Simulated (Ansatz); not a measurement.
# CH7BSi2: small, medium and large basis sets

One table from this session's results is given with a row withheld; the runs are named, their logs left out.

Computed with Ansatz 0.2.0, Gaussian basis. Level: one geometry, several basis sets.

The runs, in order: PBE0-D4/def2-SVP; ωB97M-V/def2-SVP; PBE0-D4/def2-QZVPP; ωB97M-V/def2-QZVPP; the functionals' def2-TZVPP values are taken from earlier runs.

## Structure used throughout

The geometry comes from an earlier relaxation with PBE0-D4 in a triple-zeta def2 set; it is a stationary point, not always the lowest conformer.

11 atoms, charge 0, spin multiplicity 1.

Atoms are counted from 1 here; the program's logs count them from 0.

Bond lengths: Si1–Si2 2.321 Å, Si1–H5 1.488 Å, Si1–H6 1.487 Å, Si1–H7 1.488 Å, Si2–B3 1.916 Å, Si2–C4 2.036 Å, Si2–H8 1.491 Å, B3–C4 1.489 Å, B3–H9 1.187 Å, C4–H10 1.091 Å, C4–H11 1.089 Å. Angles: Si2–Si1–H5 108.0°, Si2–Si1–H6 110.4°, Si2–Si1–H7 111.7°, H5–Si1–H6 109.3°, H5–Si1–H7 109.0°, H6–Si1–H7 108.4°, Si1–Si2–B3 128.4°, Si1–Si2–C4 104.4°, Si1–Si2–H8 113.4°, B3–Si2–C4 44.1°, B3–Si2–H8 118.1°, C4–Si2–H8 122.4°, Si2–B3–C4 72.2°, Si2–B3–H9 138.7°, C4–B3–H9 133.4°, Si2–C4–B3 63.6°, Si2–C4–H10 90.4°, Si2–C4–H11 136.2° and more.

The first run:

in.yaml

```yaml
crystal:
  periodic: [false, false, false]
  atoms:
    - {symbol: Si, position_ang: [-1.262408, 1.468477, -0.103091]}
    - {symbol: Si, position_ang: [0.292823, 0.040206, 0.861229]}
    - {symbol: B, position_ang: [1.837232, -0.757208, 0.055228]}
    - {symbol: C, position_ang: [0.631274, -1.375003, -0.563260]}
    - {symbol: H, position_ang: [-0.962121, 1.559896, -1.557301]}
    - {symbol: H, position_ang: [-1.169030, 2.822851, 0.503648]}
    - {symbol: H, position_ang: [-2.652423, 0.968313, 0.073577]}
    - {symbol: H, position_ang: [-0.021722, -0.309556, 2.276047]}
    - {symbol: H, position_ang: [2.895525, -1.183549, 0.383935]}
    - {symbol: H, position_ang: [-0.017409, -0.839833, -1.258926]}
    - {symbol: H, position_ang: [0.493761, -2.451594, -0.650487]}
basis:
  gaussian: {orbitals: def2-SVP}
hamiltonian: {xc: pbe0, dispersion: d4}
output: {orbitals: {seedname: orbitals}}
```

The run is started by

```sh
$ ansatz run in.yaml --threads 2 --pin off --events-out ev --progress --plain --max-ram 4352MiB
```

Steps of the session up to this table: PBE0-D4 in def2-SVP; ωB97M-V in def2-SVP; PBE0-D4 in def2-QZVPP; ωB97M-V in def2-QZVPP.

One table of the session follows, with a row left open; its other results are not shown here.

It belongs to the step «Density functionals: the series». 

```
functional       basis  HOMO (eV)  LUMO (eV)
   PBE0-D4    def2-SVP      -6.83      -1.60
   PBE0-D4  def2-TZVPP      -6.82      -1.66
   PBE0-D4  def2-QZVPP      -6.83      -1.68
   ωB97M-V    def2-SVP          ?          ?
   ωB97M-V  def2-TZVPP      -8.86       0.27
   ωB97M-V  def2-QZVPP      -8.86       0.20
```

Q: Estimate the row for ωB97M-V, def2-SVP from the others.

As computed: HOMO (eV): -8.83; LUMO (eV): 0.43. In the column «HOMO (eV)» it lies between ωB97M-V, def2-QZVPP (-8.86) and PBE0-D4, def2-SVP (-6.83).
